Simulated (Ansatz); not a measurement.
# C₂H₁₀GeSi: a ladder of functionals and wavefunction methods

The task here is to estimate one member of a computed series from the others.

Method: functionals in def2-TZVPP, the program's frozen cores in correlated methods; program: Ansatz 0.2.0, Gaussian basis.

Plan: PBE-D4, r2SCAN-D4, PBE0-D4, B3LYP-D4, ωB97X-V, ωB97M-V, B2PLYP; CCSD(T)/def2-TZVPP; MP2/def2-QZVPP; extrapolation to the limit.

**The relaxed structure**

An earlier PBE0-D4 in a triple-zeta def2 set relaxation fixed the geometry.

SMILES `C[CH2][GeH2][SiH3]`, 14 atoms, charge 0, spin multiplicity 1.

Atoms are counted from 1 here; the program's logs count them from 0.

Bond lengths: C1–C2 1.521 Å, C1–H5 1.093 Å, C1–H6 1.093 Å, C1–H7 1.094 Å, C2–Ge3 1.967 Å, C2–H8 1.093 Å, C2–H9 1.093 Å, Ge3–Si4 2.383 Å, Ge3–H10 1.543 Å, Ge3–H11 1.544 Å, Si4–H12 1.489 Å, Si4–H13 1.488 Å, Si4–H14 1.487 Å. Angles: C2–C1–H5 111.5°, C2–C1–H6 111.7°, C2–C1–H7 111.4°, H5–C1–H6 107.2°, H5–C1–H7 107.4°, H6–C1–H7 107.3°, C1–C2–Ge3 113.1°, C1–C2–H8 110.9°, C1–C2–H9 110.8°, Ge3–C2–H8 107.7°, Ge3–C2–H9 107.3°, H8–C2–H9 106.6°, C2–Ge3–Si4 111.3°, C2–Ge3–H10 110.0°, C2–Ge3–H11 109.1°, Si4–Ge3–H10 109.4°, Si4–Ge3–H11 109.4°, H10–Ge3–H11 107.6° and more.

The first run:

Input file in.yaml:

```yaml
crystal:
  periodic: [false, false, false]
  atoms:
    - {symbol: C, position_ang: [-0.556330, 1.173529, 1.403569]}
    - {symbol: C, position_ang: [0.765981, 0.968638, 0.679719]}
    - {symbol: Ge, position_ang: [0.937628, -0.818299, -0.125411]}
    - {symbol: Si, position_ang: [-0.744917, -1.189395, -1.771106]}
    - {symbol: H, position_ang: [-0.689752, 0.445286, 2.207811]}
    - {symbol: H, position_ang: [-1.408397, 1.068527, 0.726720]}
    - {symbol: H, position_ang: [-0.616098, 2.169668, 1.850682]}
    - {symbol: H, position_ang: [0.892664, 1.705756, -0.117823]}
    - {symbol: H, position_ang: [1.608476, 1.099822, 1.364116]}
    - {symbol: H, position_ang: [2.329765, -0.975709, -0.771617]}
    - {symbol: H, position_ang: [0.813543, -1.885623, 0.983328]}
    - {symbol: H, position_ang: [-0.632858, -0.172389, -2.852559]}
    - {symbol: H, position_ang: [-2.102399, -1.078280, -1.170815]}
    - {symbol: H, position_ang: [-0.610406, -2.540732, -2.377815]}
basis:
  gaussian: {orbitals: def2-TZVPP}
hamiltonian: {xc: pbe, dispersion: d4}
output: {forces: true, orbitals: {seedname: orbitals}}
```

Run with:

```
ansatz run in.yaml --threads 2 --pin off --events-out ev --progress --plain --max-ram 22528MiB --backend cuda --devices 0, --max-vram 18GiB
```

Among the steps run: PBE-D4 (GGA); r2SCAN-D4 (meta-GGA); PBE0-D4 (hybrid); B3LYP-D4 (hybrid); ωB97X-V (range-separated); ωB97M-V (range-separated); B2PLYP (double hybrid); CCSD(T) in def2-TZVPP; MP2 in def2-QZVPP.

One table of the session follows, with a row left open; its other results are not shown here.

It belongs to the step «Atomisation energies». 

```
            method  atomisation energy (kJ/mol)
            PBE-D4                       4623.8
         r2SCAN-D4                       4627.0
           PBE0-D4                       4605.4
          B3LYP-D4                       4618.3
           ωB97X-V                       4646.4
           ωB97M-V                       4616.9
            B2PLYP                       4565.8
     HF/def2-TZVPP                       3515.6
    MP2/def2-TZVPP                       4522.5
   CCSD/def2-TZVPP                       4502.1
CCSD(T)/def2-TZVPP                       4545.6
           MP2/CBS                            ?
       CCSD(T)/CBS                       4635.2
```

Q: Estimate the row for MP2/CBS from the others.

**Answer.** atomisation energy (kJ/mol): 4612.1. In the column «atomisation energy (kJ/mol)» it lies between PBE0-D4 (4605.4) and ωB97M-V (4616.9).

Caveats from the session: Free atoms (2 C, 1 Ge, 1 Si, 10 H) were run apart at each level; the atomisation energy is their sum less the molecule, without zero-point or spin-orbit terms.
